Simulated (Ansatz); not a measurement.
# BH₇SSi₂: small, medium and large basis sets

How large a basis does BH₇SSi₂ need? Two functionals are run in growing sets.

The runs use Ansatz 0.2.0, Gaussian basis; one geometry, several basis sets.

The runs, in order: PBE0-D4/def2-SVP; ωB97M-V/def2-SVP; PBE0-D4/def2-QZVPP; ωB97M-V/def2-QZVPP; the functionals' def2-TZVPP values are taken from earlier runs.

### 1 Structure used throughout

An earlier PBE0-D4 in a triple-zeta def2 set relaxation fixed the geometry.

11 atoms, charge 0, spin multiplicity 1.

Atoms are counted from 1 here; the program's logs count them from 0.

Bond lengths: B1–Si2 2.075 Å, B1–Si4 2.075 Å, B1–H5 1.215 Å, B1–H6 1.198 Å, B1–H10 1.215 Å, Si2–S3 2.143 Å, Si2–H7 1.478 Å, Si2–H8 1.481 Å, S3–Si4 2.143 Å, Si4–H9 1.481 Å, Si4–H11 1.478 Å. Angles: Si2–B1–Si4 72.4°, Si2–B1–H5 75.4°, Si2–B1–H6 107.6°, Si2–B1–H10 132.4°, Si4–B1–H5 132.4°, Si4–B1–H6 107.6°, Si4–B1–H10 75.3°, H5–B1–H6 115.0°, H5–B1–H10 103.5°, H6–B1–H10 115.0°, B1–Si2–S3 107.5°, B1–Si2–H7 102.0°, B1–Si2–H8 112.0°, S3–Si2–H7 113.0°, S3–Si2–H8 110.5° and more.

### 2 PBE0-D4 in def2-SVP

The input, in.yaml:

```yaml
crystal:
  periodic: [false, false, false]
  atoms:
    - {symbol: B, position_ang: [-0.989390, 0.384417, -0.245277]}
    - {symbol: Si, position_ang: [1.040506, 0.808239, -0.320738]}
    - {symbol: S, position_ang: [2.032399, -0.559212, 0.998394]}
    - {symbol: Si, position_ang: [0.015846, -1.195541, 0.648566]}
    - {symbol: H, position_ang: [-0.835821, 0.959010, -1.304956]}
    - {symbol: H, position_ang: [-1.467036, 1.050992, 0.627513]}
    - {symbol: H, position_ang: [1.079687, 2.205576, 0.158497]}
    - {symbol: H, position_ang: [1.581500, 0.688039, -1.694227]}
    - {symbol: H, position_ang: [-0.004446, -2.413602, -0.193762]}
    - {symbol: H, position_ang: [-1.632333, -0.601403, -0.548158]}
    - {symbol: H, position_ang: [-0.755613, -1.383516, 1.894848]}
basis:
  gaussian: {orbitals: def2-SVP}
hamiltonian: {xc: pbe0, dispersion: d4}
output: {orbitals: {seedname: orbitals}}
```

Launch:

```bash
$ ansatz run in.yaml --threads 4 --pin off --events-out ev --progress --plain --max-ram 10444MiB
```

Further steps of the session: ωB97M-V in def2-SVP; PBE0-D4 in def2-QZVPP; ωB97M-V in def2-QZVPP.

Q: Predict the results of all the runs planned. Wanted: PBE0-D4: double and triple zeta above quadruple; ωB97M-V: double and triple zeta above quadruple.

As calculated:

| quantity | value |
| --- | --- |
| PBE0-D4: double and triple zeta above quadruple | 11.14, 0.91 eV |
| ωB97M-V: double and triple zeta above quadruple | 11.19, 0.85 eV |

What this shows: For PBE0-D4 the step from double to triple zeta gains 10.23 eV and the next only 0.91 eV. Total energies overstate the basis error of differences, where much of it tends to cancel. The LUMO of ωB97M-V is positive and keeps falling with the basis (1.34 to 0.49 eV): an unbound level that the basis holds in place.
